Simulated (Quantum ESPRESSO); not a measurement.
# Al5WO4 (I4mm) in Quantum ESPRESSO: single point with PBE+D3(BJ)

Aim: the single point of Al5WO4 with PBE+D3(BJ).

Program: Quantum ESPRESSO 7.5. These are calculated values, not measurements. Logs are shortened: lines on timing, memory, paths and dates and some standing lists are left out, and cuts for length are marked.

## (1) Starting point

The structure is tetragonal, space group I4mm (No. 107). Conventional cell: a = 6.164 Å, b = 6.164 Å, c = 8.254 Å, α = 90.00°, β = 90.00°, γ = 90.00°. Al (site symmetry m) is surrounded by 1 O at 1.72 Å. Al (site symmetry 4mm) has 8 O at 3.16 to 3.47 Å and 1 W at 3.17 Å and 12 Al at 3.36 to 3.57 Å as nearest neighbours. W (site symmetry 4mm) is surrounded by 5 Al at 2.95 to 3.17 Å and 8 O at 3.09 to 3.15 Å. O (site symmetry 2mm) is surrounded by 1 O at 0.89 Å. Around O (site symmetry 2mm) lie 1 O at 0.89 Å.

The cell was built by a generator and needn't be a form met in nature.

## (2) Single point, PBE+D3(BJ)

File run.py:

```python
import numpy as np
from ase.calculators.espresso import Espresso, EspressoProfile
from ase.io import read

atoms = read('POSCAR')

input_data = {
    'control': {'calculation': 'scf', 'prefix': 'pwscf', 'outdir': './tmp', 'tprnfor': True, 'tstress': True, 'disk_io': 'nowf'},
    'system': {'ecutwfc': 55.0, 'ecutrho': 440.0, 'nbnd': 36, 'occupations': 'smearing', 'smearing': 'fd', 'degauss': 0.00367493, 'vdw_corr': 'grimme-d3', 'dftd3_version': 4},
    'electrons': {'conv_thr': 2e-09, 'electron_maxstep': 120, 'mixing_beta': 0.5, 'mixing_mode': 'local-TF'},
}
pseudopotentials = {'Al': 'Al.pbe-n-kjpaw_psl.1.0.0.UPF', 'W': 'W_pbe_v1.2.uspp.F.UPF', 'O': 'O.pbe-n-kjpaw_psl.0.1.UPF'}
profile = EspressoProfile(command='pw.x', pseudo_dir='pseudo')
dft = Espresso(profile=profile, input_data=input_data, pseudopotentials=pseudopotentials, kpts=(6, 6, 6), koffset=(0, 0, 0))
atoms.calc = dft

print(f'energy {atoms.get_potential_energy():.8f} eV')
print('forces (eV/A)')
print(np.round(atoms.get_forces(), 6))
print('stress (eV/A^3, Voigt)')
print(np.round(atoms.get_stress(), 8))
print(f'Fermi level {dft.get_fermi_level():.4f} eV')
```

File POSCAR:

```
Al5WO4
1.0
   -3.0821453700      3.0821453700      4.1268565700
    3.0821453700     -3.0821453700      4.1268565700
    3.0821453700      3.0821453700     -4.1268565700
Al W O
5 1 4
Direct
    0.0674009900      0.7646931000      0.6972921100
    0.0674009900      0.3701088800      0.3027078900
    0.7646931000      0.0674009900      0.6972921100
    0.3701088800      0.0674009900      0.3027078900
    0.7282918700      0.7282918700      0.0000000000
    0.3437683500      0.3437683500      0.0000000000
    0.9204757900      0.4204757900      0.5000000000
    0.4204757900      0.9204757900      0.5000000000
    0.3130330500      0.8130330500      0.5000000000
    0.8130330500      0.3130330500      0.5000000000
```

Potentials or basis: SSSP 1.3 efficiency PBE.

The run is started by

```console
$ OMP_NUM_THREADS=1 python run.py
```

What it wrote:

```text
energy -7078.31748029 eV
forces (eV/A)
[[  5.221942   0.         3.863615]
 [ -5.221942   0.         3.863615]
 [  0.         5.221942   3.863615]
 [  0.        -5.221942   3.863615]
 [  0.         0.        -0.572844]
 [  0.         0.        -0.894825]
 [ -0.         0.        89.736371]
 [ -0.         0.        89.736371]
 [  0.         0.       -96.729767]
 [  0.         0.       -96.729767]]
stress (eV/A^3, Voigt)
[-0.05248556 -0.05248556 -1.14846735 -0.         -0.         -0.        ]
Fermi level 7.7201 eV
```

espresso.pwi:

```text
&CONTROL
   calculation      = 'scf'
   tstress          = .true.
   tprnfor          = .true.
   outdir           = './tmp'
   prefix           = 'pwscf'
   disk_io          = 'nowf'
   pseudo_dir       = 'pseudo'
/
&SYSTEM
   nbnd             = 36
   ecutwfc          = 55.0
   ecutrho          = 440.0
   occupations      = 'smearing'
   degauss          = 0.00367493
   smearing         = 'fd'
   vdw_corr         = 'grimme-d3'
   dftd3_version    = 4
   ntyp             = 3
   nat              = 10
   ibrav            = 0
/
&ELECTRONS
   electron_maxstep = 120
   conv_thr         = 2e-09
   mixing_mode      = 'local-TF'
   mixing_beta      = 0.5
/
&IONS
/
&CELL
/
&FCP
/
&RISM
/
ATOMIC_SPECIES
Al 26.9815385 Al.pbe-n-kjpaw_psl.1.0.0.UPF
W 183.84 W_pbe_v1.2.uspp.F.UPF
O 15.999 O.pbe-n-kjpaw_psl.0.1.UPF

K_POINTS automatic
6 6 6  0 0 0

CELL_PARAMETERS angstrom
-3.08214537000000 3.08214537000000 4.12685657000000
3.08214537000000 -3.08214537000000 4.12685657000000
3.08214537000000 3.08214537000000 -4.12685657000000

ATOMIC_POSITIONS angstrom
Al 4.2983112967 0.0000000000 0.5563084368  
Al 1.8659794433 -0.0000000000 0.5563084368  
Al 0.0000000000 4.2983112967 0.5563084368  
Al -0.0000000000 1.8659794433 0.5563084368  
Al 0.0000000000 -0.0000000000 6.0111121772  
W 0.0000000000 -0.0000000000 2.8373653475  
O 0.0000000000 3.0821453700 3.4704865530  
O 3.0821453700 0.0000000000 3.4704865530  
O 3.0821453700 -0.0000000000 2.5836849980  
O -0.0000000000 3.0821453700 2.5836849980
```

espresso.pwo:

```text
This program is part of the open-source Quantum ESPRESSO suite
     for quantum simulation of materials; please cite
         "P. Giannozzi et al., J. Phys.:Condens. Matter 21 395502 (2009);
         "P. Giannozzi et al., J. Phys.:Condens. Matter 29 465901 (2017);
         "P. Giannozzi et al., J. Chem. Phys. 152 154105 (2020);
     in publications or presentations arising from this work. More details at

Warning: card &CELL ignored
Warning: card &FCP ignored
Warning: card &RISM ignored

     file Al.pbe-n-kjpaw_psl.1.0.0.UPF: wavefunction(s)  3S 3P renormalized
     file O.pbe-n-kjpaw_psl.0.1.UPF: wavefunction(s)  2P renormalized
     Message from routine setup:
     using ibrav=0 with symmetry is DISCOURAGED, use correct ibrav instead

     G-vector sticks info
     --------------------
     sticks:   dense  smooth     PW     G-vecs:    dense   smooth      PW
     Sum        4487    2239    693               164877    58261   10137

     Using Slab Decomposition

     bravais-lattice index     =            0
     lattice parameter (alat)  =      11.3431  a.u.
     unit-cell volume          =    1058.2352 (a.u.)^3
     number of atoms/cell      =           10
     number of atomic types    =            3
     number of electrons       =        53.00
     number of Kohn-Sham states=           36
     kinetic-energy cutoff     =      55.0000  Ry
     charge density cutoff     =     440.0000  Ry
     scf convergence threshold =      2.0E-09
     mixing beta               =       0.5000
     number of iterations used =            8  local-TF  mixing
     Exchange-correlation= SLA  PW   PBX  PBC
                           (   1   4   3   4   0   0   0)

     celldm(1)=  11.343109  celldm(2)=   0.000000  celldm(3)=   0.000000
     celldm(4)=   0.000000  celldm(5)=   0.000000  celldm(6)=   0.000000

     crystal axes: (cart. coord. in units of alat)
               a(1) = (  -0.513476   0.513476   0.687521 )
               a(2) = (   0.513476  -0.513476   0.687521 )
               a(3) = (   0.513476   0.513476  -0.687521 )

     reciprocal axes: (cart. coord. in units 2 pi/alat)
               b(1) = (  0.000000  0.973756  0.727250 )
               b(2) = (  0.973756  0.000000  0.727250 )
               b(3) = (  0.973756  0.973756  0.000000 )

     PseudoPot. # 1 for Al read from file:
     Al.pbe-n-kjpaw_psl.1.0.0.UPF
     Pseudo is Projector augmented-wave + core cor, Zval =  3.0
     Generated using "atomic" code by A. Dal Corso  v.5.1
     Shape of augmentation charge: PSQ
     Using radial grid of 1135 points,  6 beta functions with:
                l(1) =   0
                l(2) =   0
                l(3) =   1
                l(4) =   1
                l(5) =   2
                l(6) =   2
     Q(r) pseudized with 0 coefficients

     PseudoPot. # 2 for W  read from file:
     W_pbe_v1.2.uspp.F.UPF
     Pseudo is Ultrasoft + core correction, Zval = 14.0
     Generated by new atomic code, or converted to UPF format
     Using radial grid of  923 points,  8 beta functions with:
                l(1) =   0
                l(2) =   0
                l(3) =   0
                l(4) =   1
                l(5) =   1
                l(6) =   2
                l(7) =   2
                l(8) =   3
     Q(r) pseudized with  6 coefficients,  rinner =    1.350   1.350   1.350
                                                       1.350   1.350   1.350
[... 31 lines left out ...]
         8        O      tau(   8) = (   0.5134757   0.0000000   0.5781721  )
         9        O      tau(   9) = (   0.5134757  -0.0000000   0.4304337  )
        10        O      tau(  10) = (  -0.0000000   0.5134757   0.4304337  )

     --------------------------------------------
     DFT-D3 Dispersion Correction (3-body terms):
     --------------------------------------------
       Reference C6 values for interpolation:

         atom   Coordination number   C6
         O          0.000            31.01
         O          0.993            25.63
         O          1.989            20.74
         Al         0.000          1081.08
         Al         0.965           875.51
         Al         1.931           513.50
         Al         2.915           307.19
         W          0.000          1628.72
         W          1.929          1086.81
         W         10.915           796.19

       Values used:

         atom   Coordination number  R0_AB[au]  C6      C8
         Al         5.946            3.789    307.19  29441.29
         Al         5.946            3.789    307.19  29441.29
         Al         5.946            3.789    307.19  29441.29
         Al         5.946            3.789    307.19  29441.29
         Al         1.869            3.789    521.94  50023.17
         W          4.322            3.766   1086.81 175062.26
         O          3.125            2.345     20.74    418.58
         O          3.125            2.345     20.74    418.58
         O          2.813            2.345     20.74    418.58
         O          2.813            2.345     20.74    418.58

         Molecular C6 ( Ry / a.u.^6 ) =     20165.84

     number of k points=    30  Fermi-Dirac smearing, width (Ry)=  0.0037
                       cart. coord. in units 2pi/alat
        k(    1) = (   0.0000000   0.0000000   0.0000000), wk =   0.0092593
        k(    2) = (   0.1622927   0.1622927   0.0000000), wk =   0.0370370
        k(    3) = (   0.3245853   0.3245853   0.0000000), wk =   0.0370370
        k(    4) = (  -0.4868780  -0.4868780   0.0000000), wk =   0.0185185
        k(    5) = (   0.1622927   0.0000000   0.1212084), wk =   0.0740741
        k(    6) = (   0.3245853   0.1622927   0.1212084), wk =   0.1481481
[... 22 lines left out ...]
        k(   29) = (  -0.8114633  -0.1622927  -0.0000000), wk =   0.0370370
        k(   30) = (  -0.9737560  -0.9737560  -0.7272502), wk =   0.0092593

     Dense  grid:   164877 G-vectors     FFT dimensions: (  75,  75,  75)

     Smooth grid:    58261 G-vectors     FFT dimensions: (  54,  54,  54)

     Initial potential from superposition of free atoms

     starting charge      52.8882, renormalised to      53.0000

     negative rho (up, down):  6.363E-02 0.000E+00
     Starting wfcs are   49 randomized atomic wfcs

     Self-consistent Calculation

     iteration #  1     ecut=    55.00 Ry     beta= 0.50
     Davidson diagonalization with overlap
     ethr =  1.00E-02,  avg # of iterations =  3.2

     negative rho (up, down):  6.342E-02 0.000E+00
[... 103 lines left out ...]
     iteration # 13     ecut=    55.00 Ry     beta= 0.50
     Davidson diagonalization with overlap
     ethr =  6.30E-12,  avg # of iterations =  2.1

     negative rho (up, down):  6.691E-02 0.000E+00

     End of self-consistent calculation

          k = 0.0000 0.0000 0.0000 (  7279 PWs)   bands (ev):

   -66.4375 -31.7078 -31.7041 -30.6883 -30.5285 -30.5285 -10.8080 -10.6280
    -8.2606  -8.2606  -7.7864  -7.7864  -5.6787  -5.0033   0.7060   3.1060
     3.1060   4.5725   5.5858   6.0230   6.4870   6.4870   6.7779   7.0390
     7.2426   7.2426   7.6167   8.1100   8.1100   8.1315   8.9930   8.9930
     9.5337   9.5715   9.5715   9.8108
[... 67 lines left out ...]
   -66.4375 -31.7075 -31.7067 -30.6884 -30.5269 -30.5269 -10.7829 -10.6620
    -8.3013  -8.2351  -7.8316  -7.7784  -5.4208  -5.1894   1.0206   2.5185
     3.7850   4.0194   5.0550   5.7715   5.8652   6.2863   6.4815   7.2606
     7.3506   7.5359   7.6960   7.9816   8.1266   8.4933   8.8822   9.7468
    10.0206  10.2540  11.5249  11.8531

          k = 0.1623-0.1623 0.2424 (  7295 PWs)   bands (ev):

   -66.4375 -31.7074 -31.7053 -30.6883 -30.5279 -30.5279 -10.7618 -10.6823
    -8.2749  -8.2529  -7.8026  -7.7845  -5.5105  -5.1392   0.8780   2.8051
     3.3656   4.2570   5.3523   6.0754   6.2816   6.5325   6.5639   6.6618
     7.3909   7.4511   7.6921   7.9489   7.9890   8.3464   8.6546   8.9732
     9.7138  10.0033  10.7666  11.3375
[... 147 lines left out ...]
   -66.4375 -31.7064 -31.7051 -30.6884 -30.5285 -30.5285 -10.8527 -10.5912
    -8.2708  -8.2708  -7.7866  -7.7866  -5.5066  -5.1037   1.2155   2.9688
     3.8516   3.8516   4.5236   5.2716   5.2716   6.0540   6.0540   7.0872
     7.3256   7.6034   7.8508   8.0899   8.0899   8.1789   8.6200  11.1397
    11.1397  11.2274  11.2274  12.3078

     the Fermi energy is     7.7201 ev

!    total energy              =    -520.24678460 Ry
     estimated scf accuracy    <          1.4E-10 Ry
     smearing contrib. (-TS)   =      -0.00551661 Ry
     internal energy E=F+TS    =    -520.24126799 Ry

     The total energy is F=E-TS. E is the sum of the following terms:
     one-electron contribution =    -192.66988094 Ry
     hartree contribution      =     116.98107472 Ry
     xc contribution           =     -84.87412315 Ry
     ewald contribution        =    -148.08324951 Ry
     DFT-D3 Dispersion         =      -0.16829799 Ry
     one-center paw contrib.   =    -211.42679112 Ry

     convergence has been achieved in  13 iterations

     negative rho (up, down):  6.691E-02 0.000E+00

     Forces acting on atoms (cartesian axes, Ry/au):

     atom    1 type  1   force =     0.20310124    0.00000000    0.15027071
     atom    2 type  1   force =    -0.20310124    0.00000000    0.15027071
     atom    3 type  1   force =     0.00000000    0.20310124    0.15027071
     atom    4 type  1   force =     0.00000000   -0.20310124    0.15027071
     atom    5 type  1   force =     0.00000000    0.00000000   -0.02228009
     atom    6 type  2   force =     0.00000000    0.00000000   -0.03480316
     atom    7 type  3   force =    -0.00000000    0.00000000    3.49018945
     atom    8 type  3   force =    -0.00000000    0.00000000    3.49018945
     atom    9 type  3   force =     0.00000000    0.00000000   -3.76218926
     atom   10 type  3   force =     0.00000000    0.00000000   -3.76218926

     Total force =     7.275164     Total SCF correction =     0.000022

     Computing stress (Cartesian axis) and pressure

     negative rho (up, down):  6.691E-02 0.000E+00
          total   stress  (Ry/bohr**3)                   (kbar)     P=      669.41
   0.00057164   0.00000000   0.00000000           84.09        0.00        0.00
   0.00000000   0.00057164   0.00000000            0.00       84.09        0.00
  -0.00000000   0.00000000   0.01250839           -0.00        0.00     1840.05

=------------------------------------------------------------------------------=
   JOB DONE.
=------------------------------------------------------------------------------=
```

Wall time 3.8 min (1 thread of AMD EPYC 7R43 (Zen 3), shared host); peak memory 1.2 GiB.

What came out:

| Item | Value |
| --- | --- |
| Free energy | -7078.3181 eV |
| Pressure | 66.9 GPa |
| Largest force | 96.730 eV/Å |
| Band gap on the k mesh | none (metal or under the smearing width) |

Forces on the atoms (eV/Å):
```
Al    5.222   0.000   3.864
Al   -5.222   0.000   3.864
Al    0.000   5.222   3.864
Al    0.000  -5.222   3.864
Al    0.000   0.000  -0.573
W     0.000   0.000  -0.895
O     0.000   0.000  89.736
O     0.000   0.000  89.736
O     0.000   0.000 -96.730
O     0.000   0.000 -96.730
```

Caveat: a pressure of tens of GPa on the cell as given is suspect, and the run, the potentials or the cell itself is likely at fault; an odd number of electrons without spin polarisation forces a metal; a magnetic or distorted state may lie lower; pairwise dispersion overbinds metals, which lowers pressure and volume. Spin-orbit coupling is left out, which matters for the levels of W.

## (3) The reference run

An earlier run on the cell as given: functional PBE; potentials or basis SSSP 1.3 efficiency PBE; cutoff 748 eV; density cutoff 5987 eV; k mesh 6 × 6 × 6; occupations fermi-dirac, width 0.05 eV; no spin polarisation.

- Pressure: 68.7 GPa
- Largest force: 96.730 eV/Å
- Band gap on the k mesh: none (metal or under the smearing width)
